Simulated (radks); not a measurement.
**Fe⁻ inside a hard spherical wall**

The task here is to estimate one member of a computed series from the others.

Program: radks (a radial shooting solver on a logarithmic mesh, Libxc functionals) version 1. Level of theory: non-relativistic Kohn-Sham, PBEsol, spin-polarised, spherical densities, point nucleus; open shells are filled with parallel spins first. These are calculated values, not measurements, unless marked.

## What is computed

* element: iron (Z = 26)
* charge: -1
* electrons: 27
* configuration: [Ar] 3d7 4s2

Outer shells as boxes (Hund's rule):

Fe⁻
```
[Ar] core
3d [↑↓][↑↓][↑ ][↑ ][↑ ]
4s [↑↓]
```

The first run:

Settings of this run:

```text
Z 26
configuration [Ar] 3d7 4s2 4p0 5s0 4d0
relativity non-relativistic
functional pbe_sol,pbe_sol
spin polarised
nucleus point
wall 20 bohr
```

Among the steps run: Wall at 20 bohr; Wall at 8 bohr; Wall at 5 bohr; Wall at 4 bohr; Wall at 3 bohr; Wall at 2.5 bohr; Wall at 2 bohr.

One of the session's tables, all rows but one given; the rest of the session is left out.

| R (bohr) | E − E(widest) (eV) | ε(4s) (eV) | ε(5s, empty) (eV) | ε(4p, empty) (eV) | ε(4d, empty) (eV) |
| --- | --- | --- | --- | --- | --- |
| 20 | 0.000 | 0.045 | 1.923 | 2.007 | 2.436 |
| 8 | 0.775 | 1.761 | 9.265 | 5.027 | 8.989 |
| 5 | 6.553 | 6.214 | 28.636 | 11.393 | 20.709 |
| 4 | 17.040 | 12.091 | 51.154 | 19.001 | 32.648 |
| 3 | 55.254 | 29.730 | 109.94 | 40.282 | 61.140 |
| 2.5 | ? | ? | ? | ? | ? |
| 2 | 276.76 | 111.22 | 324.97 | 128.89 | 156.17 |

Estimate the missing values for R (bohr) = 2.5.

Worked estimate for «E − E(widest) (eV)». A straight line through the neighbours (3, 55.254) and (2, 276.76) gives 55.254 + (276.76 − 55.254) × (2.5 − 3) / (2 − 3) = 166.01; a parabola fitted to 3 rows on both sides gives 143.10.

**Answer.** E − E(widest) (eV): 114.27; ε(4s) (eV): 53.592; ε(5s, empty) (eV): 179.08; ε(4p, empty) (eV): 67.353; ε(4d, empty) (eV): 92.564. In «E − E(widest) (eV)» the line misses by +51.74 and the parabola by +28.83.

In words: Eigenvalues are for spin up. From R = 20 bohr inwards the highest occupied level lies above zero, in an anion first from self-interaction, then from the wall. Shells are not refilled when levels cross, and a hard wall is a model, not a crystal.
